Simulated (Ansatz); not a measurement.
# C₂H₆F₃NZr: ionisation energy by level of theory

One table from this session's results is given with a row withheld; the runs are named, their logs left out.

The runs use Ansatz 0.2.0, Gaussian basis; unrestricted cation, the program's frozen cores in correlated methods.

Plan: UKS PBE-D4/def2-TZVPP; UKS r2SCAN-D4/def2-TZVPP; UKS PBE0-D4/def2-TZVPP; UKS B3LYP-D4/def2-TZVPP; UKS wB97X-V/def2-TZVPP; UKS wB97M-V/def2-TZVPP; UKS B2PLYP/def2-TZVPP; UHF-CCSD(T)/def2-TZVPP; UHF-MP2/def2-QZVPP; extrapolation to the limit; then −ε(HOMO) from the neutral's earlier runs with LDA (SPW92), PBE-D4, revPBE-D4, BLYP-D4, r2SCAN-D4, B97M-V, PBE0-D4, B3LYP-D4, r2SCANh-D4, r2SCAN0-D4, HSE06-D4, BHLYP-D4, CAM-B3LYP-D4, LC-ωPBE, ωB97X-V, ωB97M-V.

**The geometry**

An earlier PBE0-D4 in a triple-zeta def2 set relaxation fixed the geometry. Zr takes the def2 core potential; no spin-orbit term is included.

SMILES `C[N](C)[Zr]([F])([F])[F]`, 13 atoms, charge 0, spin multiplicity 1.

Atoms are counted from 1 here; the program's logs count them from 0.

Bond lengths: C1–N2 1.445 Å, C1–H8 1.098 Å, C1–H9 1.094 Å, C1–H10 1.098 Å, N2–C3 1.445 Å, N2–Zr4 2.005 Å, C3–H11 1.098 Å, C3–H12 1.098 Å, C3–H13 1.094 Å, Zr4–F5 1.911 Å, Zr4–F6 1.911 Å, Zr4–F7 1.916 Å. Angles: N2–C1–H8 111.4°, N2–C1–H9 111.0°, N2–C1–H10 111.2°, H8–C1–H9 107.8°, H8–C1–H10 107.9°, H9–C1–H10 107.4°, C1–N2–C3 113.4°, C1–N2–Zr4 123.3°, C3–N2–Zr4 123.2°, N2–C3–H11 111.2°, N2–C3–H12 111.4°, N2–C3–H13 111.0°, H11–C3–H12 107.9°, H11–C3–H13 107.4°, H12–C3–H13 107.8°, N2–Zr4–F5 107.7°, N2–Zr4–F6 107.7°, N2–Zr4–F7 108.0° and more.

Geometry (Å):

| atom | x (Å) | y (Å) | z (Å) |
| --- | --- | --- | --- |
| C1 | -0.3684 | -0.1279 | 1.4914 |
| N2 | 0.0830 | -0.0854 | 0.1189 |
| C3 | 1.0060 | -1.1469 | -0.2143 |
| Zr4 | -0.5858 | 1.2493 | -1.2195 |
| F5 | 0.7743 | 1.4777 | -2.5420 |
| F6 | -1.0693 | 2.8342 | -0.2680 |
| F7 | -2.1492 | 0.5198 | -2.0530 |
| H8 | -0.8924 | -1.0672 | 1.7120 |
| H9 | -1.0560 | 0.6962 | 1.7039 |
| H10 | 0.4744 | -0.0404 | 2.1898 |
| H11 | 1.9062 | -1.1021 | 0.4128 |
| H12 | 0.5474 | -2.1348 | -0.0753 |
| H13 | 1.3297 | -1.0724 | -1.2568 |

Set-up of the first run:

in.yaml reads:

```yaml
crystal:
  periodic: [false, false, false]
  atoms:
    - {symbol: C, position_ang: [-0.368362, -0.127905, 1.491444]}
    - {symbol: N, position_ang: [0.083029, -0.085414, 0.118908]}
    - {symbol: C, position_ang: [1.005951, -1.146865, -0.214256]}
    - {symbol: Zr, position_ang: [-0.585797, 1.249275, -1.219465]}
    - {symbol: F, position_ang: [0.774332, 1.477652, -2.541996]}
    - {symbol: F, position_ang: [-1.069274, 2.834195, -0.267992]}
    - {symbol: F, position_ang: [-2.149249, 0.519836, -2.053046]}
    - {symbol: H, position_ang: [-0.892428, -1.067249, 1.711966]}
    - {symbol: H, position_ang: [-1.055957, 0.696208, 1.703899]}
    - {symbol: H, position_ang: [0.474413, -0.040424, 2.189838]}
    - {symbol: H, position_ang: [1.906241, -1.102074, 0.412754]}
    - {symbol: H, position_ang: [0.547430, -2.134832, -0.075295]}
    - {symbol: H, position_ang: [1.329679, -1.072403, -1.256758]}
basis:
  gaussian: {orbitals: def2-TZVPP}
total_charge: 1
magnetization: {spin_polarized: true, initial_magnetization: 1}
hamiltonian: {xc: pbe, dispersion: d4}
```

The run is started by

```
$ ansatz run in.yaml --threads 2 --pin off --events-out ev --progress --plain --max-ram 32768MiB --backend cuda --devices 0, --max-vram 18GiB
```

Steps of the session up to this table: Cation, UKS PBE-D4/def2-TZVPP; Cation, UKS r2SCAN-D4/def2-TZVPP; Cation, UKS PBE0-D4/def2-TZVPP; Cation, UKS B3LYP-D4/def2-TZVPP; Cation, UKS wB97X-V/def2-TZVPP; Cation, UKS wB97M-V/def2-TZVPP; Cation, UKS B2PLYP (frozen core)/def2-TZVPP; Cation, UHF-CCSD(T)/def2-TZVPP; Cation, UHF-MP2/def2-QZVPP.

One of the session's tables, all rows but one given; the rest of the session is left out.

Orbital estimates, from the neutral's runs:

| functional | −ε(HOMO) (eV) |
| --- | --- |
| LDA (SPW92) | 5.94 |
| PBE-D4 | 5.77 |
| revPBE-D4 | 5.70 |
| BLYP-D4 | 5.67 |
| r2SCAN-D4 | 6.01 |
| B97M-V | 6.10 |
| PBE0-D4 | 7.07 |
| B3LYP-D4 | 6.88 |
| r2SCANh-D4 | 6.50 |
| r2SCAN0-D4 | 7.24 |
| HSE06-D4 | 6.67 |
| BHLYP-D4 | 8.31 |
| CAM-B3LYP-D4 | ? |
| LC-ωPBE | 9.71 |
| ωB97X-V | 9.40 |
| ωB97M-V | 9.32 |

**Question.** Estimate the row for CAM-B3LYP-D4.

The run gave: −ε(HOMO) (eV): 8.44. In the column «−ε(HOMO) (eV)» it lies between BHLYP-D4 (8.31) and ωB97M-V (9.32).

Caveats from the session: The cation may have settled in a state other than its lowest; no search over hole states beyond the program's own was made.
